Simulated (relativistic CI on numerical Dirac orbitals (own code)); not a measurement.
# Hg XXIV (Hg²³⁺): levels and lines

Aim: the low levels of Hg²³⁺, their labels and the strongest lines; further runs change one setting each.

Program: relativistic CI on numerical Dirac orbitals (own code) version 2. Level of theory: Dirac-Coulomb-Breit CI, KLI orbitals optimised for each configuration, model QED (radiative potential, 1s self-energy scaled to tabulated hydrogen-like ionisation energies). These are calculated values, not measurements, unless marked.

**1. Starting point**

| Item | Value |
| --- | --- |
| ion | Hg²³⁺ (Hg XXIV) |
| nuclear charge | 80 |
| electrons | 57 |
| isotope | A = 202 |
| first configuration typed | [Kr] 4d10 4f11 |

The outer shells:

first configuration typed
```
[Kr] core
4d [↑↓][↑↓][↑↓][↑↓][↑↓]
4f [↑↓][↑↓][↑↓][↑↓][↑ ][↑ ][↑ ]
```

**2. CI with the chosen configurations**

Settings of the run:

```ini
atom Hg  Z=80  charge=23  electrons=57
nucleus A=202  rms_radius_fm=5.4648
hamiltonian dirac-coulomb  breit=on  qed=on  c_scale=1
orbitals kli  potential=per-configuration
slater_scale 1
correlation none
mixing on
configurations
  [Kr] 4d10 4f11
  [Kr] 4d10 4f10 5s
  [Kr] 4d10 4f9 5s2
  [Kr] 4d10 4f10 5p
  [Kr] 4d10 4f9 5s 5p
  [Kr] 4d9 4f12
  [Kr] 4d10 4f9 5p2
  [Kr] 4d10 4f10 5d
  [Kr] 4d8 4f13
  [Kr] 4d9 4f10 5s2
  [Ar] 3d10 4s2 4p5 4d10 4f12
  [Kr] 4d9 4f11 5s
  [Kr] 4d10 4f10 6s
  [Ar] 3d10 4s 4p6 4d10 4f12
  [Ar] 3d10 4s2 4p4 4d10 4f13
  [Ar] 3d10 4s2 4p5 4d9 4f13
  [Ar] 3d10 4p6 4d10 4f13
  [Ar] 3d10 4s 4p6 4d9 4f13
  [Ar] 3d10 4s 4p6 4d10 4f11 5s
  [Ar] 3d10 4s 4p5 4d10 4f13
end
```

**3. Slater integrals scaled by 0.9**

Settings: those of step 2 with these lines changed.

```diff
@@ -4,3 +4,3 @@
 orbitals kli  potential=per-configuration
-slater_scale 1
+slater_scale 0.9
 correlation none
```

**4. Without QED terms**

Settings: those of step 3 with these lines changed.

```diff
@@ -2,5 +2,5 @@
 nucleus A=202  rms_radius_fm=5.4648
-hamiltonian dirac-coulomb  breit=on  qed=on  c_scale=1
+hamiltonian dirac-coulomb  breit=on  qed=off  c_scale=1
 orbitals kli  potential=per-configuration
-slater_scale 0.9
+slater_scale 1
 correlation none
```

**5. The first 3 configurations alone**

Settings of the run:

```ini
atom Hg  Z=80  charge=23  electrons=57
nucleus A=202  rms_radius_fm=5.4648
hamiltonian dirac-coulomb  breit=on  qed=on  c_scale=1
orbitals kli  potential=per-configuration
slater_scale 1
correlation none
mixing on
configurations
  [Kr] 4d10 4f11
  [Kr] 4d10 4f10 5s
  [Kr] 4d10 4f9 5s2
end
```

(Steps that only read results are left out.)

**Question.** What will these runs give? Wanted: lowest level; first excitation; lowest level of the other parity; fastest E1 line; ionisation energy.

As calculated:

| run | time | mean size of shift, levels followed (cm⁻¹) | lowest level | ionisation energy (eV) |
| --- | --- | --- | --- | --- |
| main run | 19 s | 0 | 4f11 4I°15/2 | 708.47 |
| Slater integrals scaled by 0.9 | 19 s | 2998 | 4f11 4I°15/2 | 708.82 |
| without QED terms | 18 s | 92.5 | 4f11 4I°15/2 | 708.43 |
| the first 3 configurations alone | 0.69 s | 2375 | 4f11 4I°15/2 | - |

The tabulated theoretical ionisation energy (NIST) is 710 eV.

```
                                                                         quantity                               value
                                                                     lowest level                        4f11 4I°15/2
                                                                 first excitation   4f11 [4f7/2^5] J=9/2°, 27514 cm⁻¹
                                                 lowest level of the other parity         4f10 5s 6I17/2, 472964 cm⁻¹
                                                              levels in the model                                9793
fastest E1 line (by rate) to the lowest level among the lowest 400 of 9793 levels  15.85 nm, from 4f10 5s 4K17/2 (ii)
                                                                ionisation energy                           708.47 eV
                                  ionisation energy, tabulated theoretical (NIST)                              710 eV
```

**Reading.** The lowest level is 4f11 4I°15/2, 92 % pure in LS and 85 % in jj coupling; over the low levels the means are 59 and 78 %, so jj coupling describes them better. The ionisation energy agrees with the tabulated theoretical value within its uncertainty of 40 eV. The largest mover is «Slater integrals scaled by 0.9» (2998 cm⁻¹ on average). Lifetimes count radiative decay inside the model alone.
